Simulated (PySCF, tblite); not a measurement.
# B10N10H14: electronic excitations, NMR shifts

Wanted: electronic excitations, NMR shifts for B10N10H14.

Programs: tblite 0.8.0 and PySCF 2.14.0, with routines of our own; each step states its level. All values are computed. Atoms count from 0.

### Step 1. The starting structure

34 atoms, charge 0, multiplicity 1; geometry from: force field, distance geometry or constructed start.

### Step 2. Relaxing the molecule with GFN2-xTB

The job: settings as JSON, then the geometry in Å.

```
{"job": {"kind": "relax", "xc": "GFN2-xTB", "basis": "xTB"}, "charge": 0, "multiplicity": 1}
B      2.758900     0.976500     0.421400
N      1.980100     2.058100    -0.136100
B      0.975900     2.573800     0.755300
N     -0.354400     2.580500     0.195900
B     -0.537900     2.519800    -1.230200
N     -1.644700     1.789700    -1.788400
B     -1.366200     2.057200     1.082300
N     -2.133500     0.981000     0.534900
B     -2.196000     0.795200    -0.902700
N     -2.249800    -0.527000    -1.452900
B     -2.304800    -0.149300     1.414800
N     -1.877600    -1.403600     0.864700
B     -1.767200    -1.556400    -0.566000
N     -0.713300    -2.367200    -1.125900
B     -1.057600    -2.186700     1.748400
N      0.211000    -2.572800     1.202300
B      0.404500    -2.571500    -0.238800
N      1.671300    -2.195200    -0.792900
B      2.491500    -1.399800     0.094100
N      2.922500    -0.147200    -0.457900
H      3.207200     1.015600     1.501600
H      2.141300     2.430700    -1.086900
H      1.212000     2.970600     1.838000
H      0.210300     3.067000    -1.943400
H     -2.008600     1.965200    -2.742400
H     -1.551100     2.475000     2.165200
H     -2.600400    -0.722600    -2.412700
H     -2.749200    -0.048200     2.495300
H     -0.759300    -2.769800    -2.082700
H     -1.394500    -2.496300     2.828800
H      0.996900    -2.848900     1.824500
H      1.972900    -2.461500    -1.749200
H      2.783300    -1.752600     1.166900
H      3.318200    -0.061200    -1.414300
```

The run is started by

```console
$ OMP_NUM_THREADS=1 python large_run.py task.json out
```

One launch serves the whole session: the jobs run in the order shown.

Log:

```text
step      E/eV     max force
  0   -1341.22297    1.989
  1   -1341.75356    1.497
  2   -1342.32634    1.069
  3   -1342.62352    1.007
  4   -1342.74243    0.558
  5   -1342.80427    0.515
  6   -1342.89158    0.490
  7   -1342.93853    0.411
  8   -1342.98232    0.350
  9   -1343.02027    0.400
 10   -1343.05999    0.479
 11   -1343.10127    0.396
 12   -1343.13856    0.469
 13   -1343.16761    0.381
 14   -1343.18809    0.301
 15   -1343.20094    0.209
 16   -1343.20994    0.202
 17   -1343.21904    0.172
 18   -1343.22796    0.197
 19   -1343.23879    0.204
 20   -1343.24908    0.176
 21   -1343.25677    0.142
 22   -1343.26221    0.134
 23   -1343.26708    0.131
 24   -1343.27264    0.133
 25   -1343.27844    0.119
 26   -1343.28314    0.129
 27   -1343.28672    0.125
 28   -1343.28986    0.101
 29   -1343.29275    0.081
 30   -1343.29511    0.091
 31   -1343.29710    0.087
 32   -1343.29944    0.084
 33   -1343.30275    0.114
 34   -1343.30681    0.117
 35   -1343.31070    0.113
 36   -1343.31397    0.092
 37   -1343.31691    0.111
 38   -1343.31991    0.104
 39   -1343.32286    0.104
 40   -1343.32541    0.092
 41   -1343.32783    0.097
 42   -1343.33050    0.100
 43   -1343.33322    0.099
 44   -1343.33542    0.084
 45   -1343.33711    0.083
 46   -1343.33867    0.070
 47   -1343.34046    0.080
 48   -1343.34240    0.088
 49   -1343.34421    0.095
 50   -1343.34577    0.082
 51   -1343.34726    0.067
 52   -1343.34872    0.065
 53   -1343.35004    0.070
 54   -1343.35108    0.051
 55   -1343.35186    0.058
 56   -1343.35252    0.051
 57   -1343.35308    0.041
 58   -1343.35353    0.044
 59   -1343.35390    0.039
 60   -1343.35424    0.046
 61   -1343.35461    0.042
 62   -1343.35501    0.045
 63   -1343.35538    0.040
 64   -1343.35568    0.030
 65   -1343.35594    0.030
 66   -1343.35622    0.033
 67   -1343.35653    0.033
 68   -1343.35682    0.031
 69   -1343.35704    0.028
 70   -1343.35721    0.020
```

Wall time 4.3 s (1 thread of Intel Xeon Platinum 8488C, shared host).

Relaxation path:

```tsv
step	energy from step 0 (eV)	largest force (eV/Å)
0	0.0000	1.9889
1	-0.5306	1.4972
2	-1.1034	1.0689
3	-1.4006	1.0074
4	-1.5195	0.5574
5	-1.5813	0.5152
6	-1.6686	0.4895
7	-1.7156	0.4108
8	-1.7594	0.3496
13	-1.9446	0.3805
18	-2.0050	0.1971
23	-2.0441	0.1307
29	-2.0698	0.0814
34	-2.0838	0.1174
39	-2.0999	0.1042
44	-2.1125	0.0849
50	-2.1228	0.0818
55	-2.1289	0.0575
60	-2.1313	0.0456
66	-2.1332	0.0333
67	-2.1336	0.0323
68	-2.1338	0.0307
69	-2.1341	0.0276
70	-2.1342	0.0196
```

Distances of close pairs at the start and the end, largest changes first:

```tsv
bond	before (Å)	after (Å)	change (Å)
N15–H30	1.040	1.007	-0.033
N9–H26	1.040	1.009	-0.031
N13–H28	1.039	1.009	-0.030
B4–N5	1.439	1.411	-0.028
N5–H24	1.036	1.008	-0.028
B14–N15	1.434	1.409	-0.025
N19–H33	1.039	1.014	-0.025
N17–H31	1.037	1.013	-0.024
```

The final coordinates are the input of the step that follows.

### Step 3. Electronic excitations: TDA B3LYP/6-31G*

The job: settings as JSON, then the geometry in Å.

```
{"job": {"kind": "uv", "basis": "6-31G*", "grid": 1, "kgrid": 0, "vcut": 1.5, "nstates": 8, "ntriplets": 3, "tda": true, "delta": ["ip_vertical", "ea_vertical", "triplet_vertical"], "pop": true, "xc": "B3LYP"}, "charge": 0, "multiplicity": 1}
B      2.672084     0.968086     0.393055
N      1.904213     2.031072    -0.153861
B      0.958879     2.779003     0.617420
N     -0.385099     2.830513     0.104170
B     -0.746430     2.859099    -1.285158
N     -1.709362     1.943813    -1.760083
B     -1.275663     2.146713     1.016844
N     -1.996456     1.025454     0.505686
B     -2.033858     0.822884    -0.919705
N     -2.125418    -0.500922    -1.436564
B     -2.135568    -0.118228     1.374418
N     -1.743550    -1.380950     0.843149
B     -1.557093    -1.504609    -0.582467
N     -0.598348    -2.430238    -1.093157
B     -1.057085    -2.310814     1.708659
N      0.077596    -2.953500     1.174732
B      0.473342    -2.738890    -0.186496
N      1.835494    -2.504563    -0.600360
B      2.540814    -1.527943     0.192398
N      2.786992    -0.243902    -0.362766
H      3.090110     1.029407     1.480924
H      1.590272     1.876039    -1.105356
H      1.233782     3.137413     1.695658
H     -0.223064     3.608798    -2.025315
H     -1.950074     1.928534    -2.739148
H     -1.276917     2.394390     2.161299
H     -2.105343    -0.637057    -2.436264
H     -2.394972     0.014454     2.507769
H     -0.420805    -2.423415    -2.086756
H     -1.364964    -2.447356     2.829754
H      0.722656    -3.412747     1.796487
H      1.913390    -2.358680    -1.600011
H      2.770869    -1.733692     1.318894
H      2.521310    -0.150513    -1.336928
```

Level: TDA B3LYP/6-31G*, vertical, gas phase, core orbitals frozen in the response, virtual orbitals cut by energy.

Log:

```text
start: PBE on a coarse grid of 28293 points
cycle   1  E = -803.9778828565  dE =  3.078e+00  |g| = 1.226e+00  |ddm| = 6.119e+00
cycle   2  E = -803.3432144548  dE =  6.347e-01  |g| = 2.058e+00  |ddm| = 3.095e+00
cycle   3  E = -804.3232822336  dE = -9.801e-01  |g| = 2.147e-01  |ddm| = 2.064e+00
cycle   4  E = -804.3349585631  dE = -1.168e-02  |g| = 6.593e-02  |ddm| = 2.659e-01
cycle   5  E = -804.3358229753  dE = -8.644e-04  |g| = 2.717e-02  |ddm| = 7.509e-02
cycle   6  E = -804.3359833083  dE = -1.603e-04  |g| = 9.846e-03  |ddm| = 3.379e-02
final grid: 124203 points
cycle   7  E = -805.2600327319  dE = -6.870e-03  |g| = 1.151e-01  |ddm| = 2.955e-01
cycle   8  E = -805.2578867492  dE =  2.146e-03  |g| = 1.511e-01  |ddm| = 1.796e-01
cycle   9  E = -805.2627158261  dE = -4.829e-03  |g| = 1.128e-02  |ddm| = 1.091e-01
cycle  10  E = -805.2627455868  dE = -2.976e-05  |g| = 3.428e-03  |ddm| = 1.458e-02
cycle  11  E = -805.2627485782  dE = -2.991e-06  |g| = 1.275e-03  |ddm| = 3.358e-03
cycle  12  E = -805.2627481307  dE =  4.474e-07  |g| = 3.851e-04  |ddm| = 1.280e-03
cycle  13  E = -805.2627492818  dE = -1.151e-06  |g| = 9.427e-05  |ddm| = 3.951e-04
converged SCF energy = -805.2627492818
Vertical ionisation energy (delta-SCF) = 8.1204 eV   <S^2> = 0.760
Vertical lowest triplet (delta-SCF) = 4.9588 eV   <S^2> = 2.006

Static polarisability (au): isotropic 160.043, principal 146.530 156.938 176.663

Singlet excitations
state   eV       nm        f      main configurations
  1   5.3996    229.6   0.05166   H->L 0.54, H-1->L 0.38
  2   5.6671    218.8   0.00372   H-1->L 0.54, H->L 0.41
  3   5.9937    206.9   0.02412   H-2->L 0.43, H-1->L+1 0.24, H->L+1 0.22
  4   6.0120    206.2   0.00902   H->L+1 0.60, H-1->L+1 0.18
  5   6.0986    203.3   0.01079   H-2->L 0.43, H-1->L+1 0.37
  6   6.1961    200.1   0.01953   H->L+2 0.67, H-1->L+3 0.08
  7   6.2629    198.0   0.03688   H-1->L+2 0.56, H->L+3 0.18, H-1->L+1 0.09
  8   6.2955    196.9   0.00744   H-1->L+3 0.23, H->L+2 0.22, H-2->L+1 0.13

Triplet excitations (Tamm-Dancoff, eV): 4.9353 5.4642 5.4917
```

Wall time 4.2 min (1 thread of Intel Xeon Platinum 8488C, shared host); peak memory 0.68 GiB.

The orbitals next to the gap, with their largest atomic shares:

```tsv
orbital	eV	atoms
HOMO−4	-7.97	N1 18 %, N7 14 %, N19 14 %
HOMO−3	-7.65	N5 16 %, N13 12 %, N7 11 %
HOMO−2	-6.97	N15 21 %, N11 17 %, N9 10 %
HOMO−1	-6.59	N17 22 %, N19 15 %, N1 14 %
HOMO	-6.54	N13 22 %, N9 17 %, N3 15 %
LUMO	-0.27	B2 28 %, B4 23 %, B6 21 %
LUMO+1	0.22	B10 27 %, B8 14 %, B4 8 %
LUMO+2	0.40	B14 24 %, B18 18 %, B16 11 %
LUMO+3	0.60	B6 23 %, B0 19 %, B10 16 %
```

With each of the 8 states as a Gaussian band of 0.4 eV half-width at 1/e, the curve within the window shown has maxima at 202 nm (ε 4,100) L/(mol cm). Beyond the last state computed it falls off for lack of states. The curve at chosen wavelengths:

nm, ε (L/mol/cm) and a bar:
```
      188       1451 #########
      191       2233 ###############
      194       3031 ######################
      196       3489 #########################
      199       3960 #############################
      202       4115 ##############################
      205       3978 #############################
      208       3653 ##########################
      210       3395 ########################
      213       3034 ######################
      216       2769 ####################
      219       2618 ##################
      222       2551 ##################
      224       2525 ##################
      227       2472 #################
      230       2366 ################
      233       2185 ###############
      236       1937 #############
      238       1745 ############
      241       1439 #########
      244       1138 #######
      247        865 #####
      250        633 ###
      252        503 ##
      255        348 #
      258        233
```

Further results of this job:

```tsv
property	computed
dipole moment (D)	5.91
polarisability (Å³)	23.72
HOMO–LUMO gap (eV)	6.28
−ε(HOMO) (eV)	6.54
```

### Step 4. NMR shifts: GIAO PBE/pcSseg-1

The job, as its differences from that of step 3:

```diff
@@ -1,2 +1,2 @@
-{"job": {"kind": "uv", "basis": "6-31G*", "grid": 1, "kgrid": 0, "vcut": 1.5, "nstates": 8, "ntriplets": 3, "tda": true, "delta": ["ip_vertical", "ea_vertical", "triplet_vertical"], "pop": true, "xc": "B3LYP"}, "charge": 0, "multiplicity": 1}
+{"job": {"kind": "nmr", "basis": "pcSseg-1", "pop": false, "xc": "PBE"}, "charge": 0, "multiplicity": 1}
 B      2.672084     0.968086     0.393055
```

Level: GIAO PBE/pcSseg-1 NMR shielding, non-relativistic, gas phase.

Log:

```text
start: PBE on a coarse grid of 28293 points
cycle   1  E = -803.6693922108  dE =  3.000e+00  |g| = 1.226e+00  |ddm| = 5.622e+00
cycle   2  E = -802.9926600379  dE =  6.767e-01  |g| = 2.123e+00  |ddm| = 2.958e+00
cycle   3  E = -804.0024362619  dE = -1.010e+00  |g| = 2.132e-01  |ddm| = 2.066e+00
cycle   4  E = -804.0136416090  dE = -1.121e-02  |g| = 6.805e-02  |ddm| = 2.597e-01
cycle   5  E = -804.0145450571  dE = -9.034e-04  |g| = 2.690e-02  |ddm| = 7.047e-02
cycle   6  E = -804.0146902151  dE = -1.452e-04  |g| = 1.085e-02  |ddm| = 3.120e-02
cycle   7  E = -804.0147177667  dE = -2.755e-05  |g| = 2.832e-03  |ddm| = 1.193e-02
final grid: 263144 points
cycle   8  E = -804.1210293181  dE = -1.349e-04  |g| = 2.693e-02  |ddm| = 7.225e-02
cycle   9  E = -804.1207011388  dE =  3.282e-04  |g| = 4.769e-02  |ddm| = 5.805e-02
cycle  10  E = -804.1211826678  dE = -4.815e-04  |g| = 3.846e-03  |ddm| = 3.654e-02
cycle  11  E = -804.1211837867  dE = -1.119e-06  |g| = 1.033e-03  |ddm| = 3.590e-03
cycle  12  E = -804.1211865676  dE = -2.781e-06  |g| = 4.237e-04  |ddm| = 1.017e-03
cycle  13  E = -804.1211867773  dE = -2.097e-07  |g| = 9.480e-05  |ddm| = 4.187e-04
converged SCF energy = -804.1211867773

GIAO shielding tensors (ppm)
atom      isotropic    diamagn.    paramagn.     s11        s22        s33       span
  0 B       68.061     205.036    -136.975     45.056     48.661    110.467     65.411
  1 N       83.110     341.000    -257.890    -30.033     94.761    184.601    214.634
  2 B       61.875     204.174    -142.299     40.162     41.016    104.448     64.286
  3 N       67.711     342.382    -274.671    -36.387     17.651    221.868    258.256
  4 B       68.741     207.426    -138.685     38.601     54.490    113.133     74.532
  5 N      121.275     332.463    -211.188      5.209    150.079    208.539    203.331
  6 B       66.406     205.407    -139.000     41.999     48.796    108.424     66.424
  7 N       75.393     343.525    -268.132    -15.961      0.659    241.481    257.442
  8 B       72.305     212.115    -139.810     48.942     64.273    103.702     54.760
  9 N      147.555     336.237    -188.682     64.876    167.282    210.506    145.630
 10 B       62.350     203.332    -140.982     39.058     46.912    101.081     62.022
 11 N       85.105     340.730    -255.625     -1.825     13.008    244.131    245.956
 12 B       71.134     211.831    -140.697     49.444     61.754    102.204     52.760
 13 N      137.741     338.588    -200.847     54.112    160.804    198.307    144.195
 14 B       65.246     201.373    -136.127     37.682     53.478    104.578     66.895
 15 N      129.530     330.882    -201.351     30.700    145.298    212.592    181.892
 16 B       69.554     210.698    -141.144     51.842     55.705    101.116     49.274
 17 N      133.755     338.228    -204.474     52.915    148.088    200.261    147.346
 18 B       63.633     205.846    -142.213     37.341     45.242    108.315     70.974
 19 N      101.057     338.783    -237.726      0.934    124.368    177.869    176.936
 20 H       27.068      35.582      -8.514     24.960     27.449     28.796      3.836
 21 H       27.999      46.427     -18.427     25.857     27.223     30.918      5.061
 22 H       26.345      34.082      -7.737     24.899     26.118     28.018      3.120
 23 H       26.645      33.377      -6.732     24.373     26.968     28.594      4.221
 24 H       26.370      34.977      -8.607     22.984     26.009     30.118      7.134
 25 H       26.444      34.636      -8.192     24.309     26.769     28.253      3.943
 26 H       28.067      39.757     -11.691     23.759     28.439     32.002      8.243
 27 H       26.292      34.047      -7.756     24.288     26.788     27.799      3.511
 28 H       28.269      41.695     -13.425     24.643     28.713     31.451      6.808
 29 H       26.682      31.968      -5.286     24.532     26.957     28.555      4.023
 30 H       26.630      33.266      -6.636     22.744     25.846     31.300      8.556
 31 H       28.797      41.658     -12.861     26.252     28.447     31.692      5.440
 32 H       26.885      37.123     -10.238     24.455     27.197     29.002      4.547
 33 H       27.809      45.006     -17.197     26.084     28.287     29.055      2.971
```

Run time: 75 s. Hardware: 1 thread of Intel Xeon Platinum 8488C, shared host; peak memory 0.63 GiB.

The references, computed at this level on geometries of the same kind, shield at (ppm): 1H TMS 31.64, 15N NH3 267.3, 11B BF3·OEt2 94.2. Their shielding less the atom's gives the shift. The references are single molecules in the gas phase, so shifts against H2O, NH3, PH3, H3PO4 or CFCl3 are not on the usual liquid scales and can be off by tens of ppm.

```tsv
atoms	environment	σ (ppm)	δ (ppm)
H27	hydrogen on a boron bonded to 2 N	26.29	5.35
H22	hydrogen on a boron bonded to 2 N	26.34	5.30
H24	hydrogen on a nitrogen bonded to 2 B	26.37	5.27
H25	hydrogen on a boron bonded to 2 N	26.44	5.20
H30	hydrogen on a nitrogen bonded to 2 B	26.63	5.01
H23	hydrogen on a boron bonded to 2 N	26.64	5.00
H29	hydrogen on a boron bonded to 2 N	26.68	4.96
H32	hydrogen on a boron bonded to 2 N	26.89	4.75
H20	hydrogen on a boron bonded to 2 N	27.07	4.57
H33	hydrogen on a nitrogen bonded to 2 B	27.81	3.83
H21	hydrogen on a nitrogen bonded to 2 B	28.00	3.64
H26	hydrogen on a nitrogen bonded to 2 B	28.07	3.57
H28	hydrogen on a nitrogen bonded to 2 B	28.27	3.37
H31	hydrogen on a nitrogen bonded to 2 B	28.80	2.84
B2	boron bonded to 2 N, H	61.9	32.3
B10	boron bonded to 2 N, H	62.4	31.8
B18	boron bonded to 2 N, H	63.6	30.6
B14	boron bonded to 2 N, H	65.2	28.9
B6	boron bonded to 2 N, H	66.4	27.8
B0	boron bonded to 2 N, H	68.1	26.1
B4	boron bonded to 2 N, H	68.7	25.4
B16	boron bonded to 3 N	69.6	24.6
B12	boron bonded to 3 N	71.1	23.0
B8	boron bonded to 3 N	72.3	21.9
N3	nitrogen bonded to 3 B	67.7	199.6
N7	nitrogen bonded to 3 B	75.4	192.0
N1	nitrogen bonded to 2 B, H	83.1	184.2
N11	nitrogen bonded to 3 B	85.1	182.2
N19	nitrogen bonded to 2 B, H	101.1	166.3
N5	nitrogen bonded to 2 B, H	121.3	146.1
N15	nitrogen bonded to 2 B, H	129.5	137.8
N17	nitrogen bonded to 2 B, H	133.8	133.6
N13	nitrogen bonded to 2 B, H	137.7	129.6
N9	nitrogen bonded to 2 B, H	147.6	119.8
```

Ring of atoms N3, B4, N5, B6, N7, B8: NICS(0) -1.8, NICS(1) -3.0, NICS(1)zz -4.4 ppm (means of both faces).

Ring of atoms N7, B8, N9, B10, N11, B12: NICS(0) -1.7, NICS(1) -2.6, NICS(1)zz -1.5 ppm (means of both faces; NICS(1) differs between them: -4.1 and -1.1).

Ring of atoms N11, B12, N13, B14, N15, B16: NICS(0) -2.5, NICS(1) -2.7, NICS(1)zz -1.7 ppm (means of both faces; NICS(1) differs between them: -4.1 and -1.3).

### Step 5. Summary of results

| quantity | value |
| --- | --- |
| lowest singlet (B3LYP/6-31G*) | 5.40 eV (230 nm), f = 0.052 |
| lowest triplet | 4.94 eV |
| 1H shifts against TMS (PBE/pcSseg-1) | 5.35, 5.30, 5.27, 5.20, 5.01, 5.00, 4.96, 4.75, 4.57, 3.83, 3.64, 3.57, 3.37, 2.84 ppm |
| 11B shifts against BF3·OEt2 (PBE/pcSseg-1) | 32.3, 31.8, 30.6, 28.9, 27.8, 26.1, 25.4, 24.6, 23.0, 21.9 ppm |
| 15N shifts against NH3 (PBE/pcSseg-1) | 199.6, 192.0, 184.2, 182.2, 166.3, 146.1, 137.8, 133.6, 129.6, 119.8 ppm |

In words: The first singlet state (HOMO→LUMO 0.54, HOMO−1→LUMO 0.38) lies at 5.40 eV and is bright. The lowest triplet lies 0.46 eV below the lowest singlet.
